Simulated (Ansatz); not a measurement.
# ClGaH4O: the cost of one run

Method: RKS B3LYP-D4/def2-mTZVP, in Ansatz 0.2.0.

**1. The starting structure**

Bond lengths: Ga1–O2 2.140 Å, O2–H3 1.010 Å, Ga1–H4 1.570 Å, Ga1–H5 1.570 Å, Ga1–Cl6 2.540 Å. Angles: Ga1–O2–H3 109.5°, O2–Ga1–H4 120.0°, O2–Ga1–H5 120.0°, O2–Ga1–Cl6 71.6°, H4–Ga1–H5 120.0°, H4–Ga1–Cl6 96.8°, H5–Ga1–Cl6 101.3°.

Structure file:

```xyz
7

Ga    0.0000    0.0000    0.0000
O     0.0000    0.0000    2.1400
H    -0.9095   -0.2814    2.4771
H     1.3596    0.0000   -0.7850
H    -1.3596    0.0000   -0.7850
Cl    0.1138    2.4077    0.8009
H     0.0599    1.2670    1.9489
```

**2. A restrained relaxation towards end A**

Springs on the bonds that form and break draw the guess towards this end; the thresholds are loose.

Input file input.yaml:

```yaml
crystal:
  periodic: [false, false, false]
  atoms:
    - { symbol: Ga, position_ang: [0.0, 0.0, 0.0] }
    - { symbol: O, position_ang: [0.0, 0.0, 2.14] }
    - { symbol: H, position_ang: [-0.9095, -0.2814, 2.4771] }
    - { symbol: H, position_ang: [1.3596, 0.0, -0.785] }
    - { symbol: H, position_ang: [-1.3596, 0.0, -0.785] }
    - { symbol: Cl, position_ang: [0.1138, 2.4077, 0.8009] }
    - { symbol: H, position_ang: [0.0599, 1.267, 1.9489] }
basis:
  gaussian: { orbitals: def2-mTZVP }
hamiltonian:
  xc: b3lyp
  dispersion: d4
relax:
  f_tol: 0.15
  max_steps: 25
  restrain:
    - { distance: [0, 5], at: 3.44, k: 30.0 }
    - { distance: [6, 1], at: 2.21, k: 30.0 }
    - { distance: [0, 1], at: 1.79, k: 30.0 }
    - { distance: [6, 5], at: 1.37, k: 30.0 }
```

Started as:

```bash
> ansatz run input.yaml --threads 2 --pin off --max-ram 3072MiB --backend cpu --events-out ev --progress --plain --runs-dir out
```

What time and memory should one allow on 2 threads of Intel Xeon 6975P-C (Granite Rapids), shared host?

About 11 s, with a peak of 0.2 GiB.
